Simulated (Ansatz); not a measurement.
# CH2BrI: one species, many methods

How much do the methods differ for CH2BrI? The plan is to run it at one geometry with functionals of several rungs and with coupled cluster, and see how far each lands from CCSD(T) at the basis-set limit for the atomisation energy.

Program: Ansatz 0.2.0, Gaussian basis. Level of theory: functionals in def2-TZVPP, the program's frozen cores in correlated methods. These are calculated values, not measurements.

Plan: LDA (SPW92), PBE-D4, revPBE-D4, BLYP-D4, r2SCAN-D4, B97M-V, PBE0-D4, B3LYP-D4, r2SCANh-D4, r2SCAN0-D4, HSE06-D4, BHLYP-D4, CAM-B3LYP-D4, LC-ωPBE, ωB97X-V, ωB97M-V, B2PLYP, PBE-QIDH; CCSD(T)/def2-SVP; CCSD(T)/def2-TZVPP; MP2/def2-QZVPP; extrapolation to the limit; RPA on PBE.

**1. The relaxed structure**

All runs share one geometry, relaxed beforehand with PBE0-D4 in a triple-zeta def2 set. I takes the def2 core potential; no spin-orbit term is included.

SMILES `BrCI`, 5 atoms, charge 0, spin multiplicity 1.

Atoms are counted from 1 here; the program's logs count them from 0.

Bond lengths: Br1–C2 1.920 Å, C2–I3 2.126 Å, C2–H4 1.084 Å, C2–H5 1.084 Å. Angles: Br1–C2–I3 114.5°, Br1–C2–H4 108.0°, Br1–C2–H5 108.0°, I3–C2–H4 107.3°, I3–C2–H5 107.3°, H4–C2–H5 111.8°.

**2. LDA**

This LDA is Slater exchange with PW92 correlation.

The input, in.yaml:

```yaml
crystal:
  periodic: [false, false, false]
  atoms:
    - {symbol: Br, position_ang: [-1.807580, -0.091166, 0.355264]}
    - {symbol: C, position_ang: [0.027639, 0.081550, -0.181248]}
    - {symbol: I, position_ang: [1.424424, -0.779444, 1.170560]}
    - {symbol: H, position_ang: [0.257908, 1.138160, -0.252872]}
    - {symbol: H, position_ang: [0.147509, -0.422800, -1.133005]}
basis:
  gaussian: {orbitals: def2-TZVPP}
hamiltonian: {xc: lda}
output: {orbitals: {seedname: orbitals}}
```

After this run come: PBE-D4 (GGA); revPBE-D4 (GGA); BLYP-D4 (GGA); r2SCAN-D4 (meta-GGA); B97M-V (meta-GGA); PBE0-D4 (hybrid); B3LYP-D4 (hybrid); r2SCANh-D4 (hybrid); r2SCAN0-D4 (hybrid); HSE06-D4 (hybrid); BHLYP-D4 (hybrid); CAM-B3LYP-D4 (range-separated); LC-ωPBE-D4 (range-separated); ωB97X-V (range-separated); ωB97M-V (range-separated); B2PLYP (double hybrid); PBE-QIDH (double hybrid); CCSD(T) in def2-SVP; CCSD(T) in def2-TZVPP; MP2 in def2-QZVPP; RPA on PBE orbitals.

Q: Predict the results of all the runs planned. Wanted: atomisation energy, CCSD(T)/CBS; farthest beyond LDA; mean size of error, GGA; mean size of error, meta-GGA; mean size of error, hybrid; mean size of error, range-separated; mean size of error, double hybrid; gap, smallest and largest; T1 diagnostic.

**Answer**, as computed:

```
                               quantity                                    value
        atomisation energy, CCSD(T)/CBS                           340.0 kcal/mol
functionals within 3.4 kcal/mol (1.0 %)  revPBE-D4, r2SCAN-D4, PBE0-D4, HSE06-D4
                    farthest beyond LDA                BHLYP-D4 (-18.8 kcal/mol)
                mean size of error, GGA                             5.2 kcal/mol
           mean size of error, meta-GGA                             4.3 kcal/mol
             mean size of error, hybrid                             6.8 kcal/mol
    mean size of error, range-separated                             7.9 kcal/mol
      mean size of error, double hybrid                             6.7 kcal/mol
              gap, smallest and largest    3.96 eV (BLYP-D4), 10.97 eV (LC-ωPBE)
                          T1 diagnostic                                   0.0077
triples share of the correlation energy                                    3.0 %
```

What this shows: The LDA atomisation energy is off by 54.7 kcal/mol (16 %): it overbinds. PBE-D4 misses by +7.4 kcal/mol. Double hybrids carry the basis error of their MP2 part in triple zeta, and no dispersion term here, so their miss is partly the set-up's. By mean error the best rung here is meta-GGA (4.3 kcal/mol) and the worst beyond LDA is range-separated (7.9 kcal/mol). The gap between the best rungs is small, so their order is not settled. The reference freezes the cores and leaves out spin-orbit coupling and excitations past (T), and its outer-core shells are covered unevenly, so misses under about 3.4 kcal/mol can't be ranked. All levels share the lack of spin-orbit coupling, which lowers the free heavy atoms and so the true binding. Hartree-Fock recovers 67 % of the binding; the rest is correlation. CCSD(T) in def2-SVP is off by -29.1 kcal/mol, more than most functionals: a good method in a small basis is no reference. The gap grows from 4.0 to 11.0 eV across the functionals, mostly with the share of exact exchange. Correlated methods include outer-core shells of Br, I, which these sets cover unevenly.
